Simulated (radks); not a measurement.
# As³⁺ in [Ar] 3d10 4s2: an all-electron calculation

One table from this session's results is given with a row withheld; the runs are named, their logs left out.

Program: radks (a radial shooting solver on a logarithmic mesh, Libxc functionals) version 1. Level of theory: Dirac Kohn-Sham, LDA (Slater exchange, VWN5 correlation), spin-unpolarised, spherical densities, point nucleus. These are calculated values, not measurements, unless marked.

### The atom as given

- element: arsenic (Z = 33)
- charge: +3
- electrons: 30
- configuration: [Ar] 3d10 4s2

Outer shells as boxes (Hund's rule):

As³⁺
```
[Ar] core
3d [↑↓][↑↓][↑↓][↑↓][↑↓]
4s [↑↓]
```

Set-up of the first run:

Settings of this run:

```text
Z 33
configuration [Ar] 3d10 4s2
relativity Dirac
functional lda,vwn5
spin unpolarised
j_filling energy
nucleus point
c 137.035999084
```

The run is started by

```console
> python run_ks.py task.json out
```

The same process makes all the runs of this session.

Among the steps run: Self-consistent calculation.

One table of the session follows, with a row left open; its other results are not shown here.

It belongs to the step «Radial structure». Sizes of the orbitals, from the radial functions (bohr):

```
level      <r>  outermost maximum (interpolated)  90 % within  nodes
1s1/2  0.04556                            0.0298       0.0814      0
2s1/2   0.2028                             0.170        0.314      1
2p1/2   0.1748                             0.134        0.286      0
2p3/2   0.1785                             0.137        0.291      0
3s1/2   0.5991                             0.522        0.895      2
3p1/2   0.6101                             0.515        0.937      1
3p3/2   0.6208                             0.524        0.953      1
3d3/2   0.6699                             0.473         1.12      0
3d5/2        ?                                 ?            ?      ?
4s1/2    1.737                              1.53         2.54      3
```

Q: Estimate the row for 3d5/2 from the others.

As computed: <r>: 0.6744; outermost maximum (interpolated): 0.476; 90 % within: 1.13; nodes: 0. In the column «<r>» it lies between 3d3/2 (0.6699) and 4s1/2 (1.737).
